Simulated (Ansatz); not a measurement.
**C₅H₅NO: up Jacob's ladder to CCSD(T)**

The task here is to estimate one member of a computed series from the others.

Program: Ansatz 0.2.0, Gaussian basis. Level of theory: functionals in def2-TZVPP, the program's frozen cores in correlated methods. These are calculated values, not measurements.

Levels to be run: LDA (SPW92), PBE-D4, revPBE-D4, BLYP-D4, r2SCAN-D4, B97M-V, PBE0-D4, B3LYP-D4, r2SCANh-D4, r2SCAN0-D4, HSE06-D4, BHLYP-D4, CAM-B3LYP-D4, LC-ωPBE, ωB97X-V, ωB97M-V, B2PLYP, PBE-QIDH; CCSD(T)/def2-SVP; CCSD(T)/def2-TZVPP; MP2/def2-QZVPP; extrapolation to the limit; RPA on PBE.

**Structure used throughout**

The geometry comes from an earlier relaxation with PBE0-D4 in a triple-zeta def2 set; it is a stationary point, not always the lowest conformer.

SMILES `Oc1ccccn1`, 12 atoms, charge 0, spin multiplicity 1.

Atoms are counted from 1 here; the program's logs count them from 0.

Bond lengths: O1–C2 1.342 Å, O1–H8 0.966 Å, C2–C3 1.395 Å, C2–N7 1.319 Å, C3–C4 1.378 Å, C3–H9 1.082 Å, C4–C5 1.391 Å, C4–H10 1.084 Å, C5–C6 1.381 Å, C5–H11 1.082 Å, C6–N7 1.332 Å, C6–H12 1.086 Å. Angles: C2–O1–H8 106.1°, O1–C2–C3 118.7°, O1–C2–N7 117.3°, C3–C2–N7 123.9°, C2–C3–C4 117.4°, C2–C3–H9 120.1°, C4–C3–H9 122.5°, C3–C4–C5 119.6°, C3–C4–H10 119.9°, C5–C4–H10 120.5°, C4–C5–C6 117.8°, C4–C5–H11 121.5°, C6–C5–H11 120.6°, C5–C6–N7 123.4°, C5–C6–H12 120.7°, N7–C6–H12 115.8°, C2–N7–C6 117.8°.

Geometry (Å):

```
O     0.9199   -2.3336    0.1319
C     0.4066   -1.0980    0.0213
C     0.7309   -0.1483    0.9897
C     0.1886    1.1108    0.8492
C    -0.6452    1.3842   -0.2306
C    -0.8954    0.3640   -1.1271
N    -0.3815   -0.8592   -1.0094
H     0.5816   -2.8326   -0.6230
H     1.3846   -0.4117    1.8107
H     0.4135    1.8807    1.5786
H    -1.0874    2.3619   -0.3709
H    -1.5394    0.5263   -1.9864
```

Set-up of the first run:

The input, in.yaml:

```yaml
crystal:
  periodic: [false, false, false]
  atoms:
    - {symbol: O, position_ang: [0.919943, -2.333578, 0.131858]}
    - {symbol: C, position_ang: [0.406610, -1.098032, 0.021337]}
    - {symbol: C, position_ang: [0.730865, -0.148255, 0.989739]}
    - {symbol: C, position_ang: [0.188610, 1.110779, 0.849186]}
    - {symbol: C, position_ang: [-0.645192, 1.384249, -0.230556]}
    - {symbol: C, position_ang: [-0.895366, 0.363972, -1.127090]}
    - {symbol: N, position_ang: [-0.381514, -0.859170, -1.009419]}
    - {symbol: H, position_ang: [0.581623, -2.832643, -0.623039]}
    - {symbol: H, position_ang: [1.384577, -0.411675, 1.810650]}
    - {symbol: H, position_ang: [0.413505, 1.880678, 1.578634]}
    - {symbol: H, position_ang: [-1.087364, 2.361925, -0.370862]}
    - {symbol: H, position_ang: [-1.539397, 0.526350, -1.986440]}
basis:
  gaussian: {orbitals: def2-TZVPP}
hamiltonian: {xc: lda}
output: {orbitals: {seedname: orbitals}}
```

Among the steps run: LDA; PBE-D4 (GGA); revPBE-D4 (GGA); BLYP-D4 (GGA); r2SCAN-D4 (meta-GGA); B97M-V (meta-GGA); PBE0-D4 (hybrid); B3LYP-D4 (hybrid); r2SCANh-D4 (hybrid); r2SCAN0-D4 (hybrid); HSE06-D4 (hybrid); BHLYP-D4 (hybrid); CAM-B3LYP-D4 (range-separated); LC-ωPBE-D4 (range-separated; the results give it without D4); ωB97X-V (range-separated); ωB97M-V (range-separated); B2PLYP (double hybrid); PBE-QIDH (double hybrid).

One table of the session follows, with a row left open; its other results are not shown here.

It belongs to the step «Frontier levels by functional». 

| functional | HOMO (eV) | gap (eV) |
| --- | --- | --- |
| LDA (SPW92) | -6.11 | 4.15 |
| PBE-D4 | -5.89 | 4.19 |
| revPBE-D4 | -5.81 | 4.21 |
| BLYP-D4 | -5.73 | 4.17 |
| r2SCAN-D4 | -6.07 | 4.53 |
| B97M-V | -6.05 | 4.59 |
| PBE0-D4 | -6.94 | 6.15 |
| B3LYP-D4 | -6.74 | 5.74 |
| r2SCANh-D4 | -6.47 | 5.27 |
| r2SCAN0-D4 | -7.07 | 6.37 |
| HSE06-D4 | ? | ? |
| BHLYP-D4 | -7.81 | 8.06 |
| CAM-B3LYP-D4 | -8.17 | 8.47 |
| LC-ωPBE | -9.42 | 10.77 |
| ωB97X-V | -9.08 | 10.43 |
| ωB97M-V | -9.02 | 10.30 |

Estimate the missing values for HSE06-D4.

The run gave: HOMO (eV): -6.55; gap (eV): 5.38. In the column «HOMO (eV)» it lies between B3LYP-D4 (-6.74) and r2SCANh-D4 (-6.47).
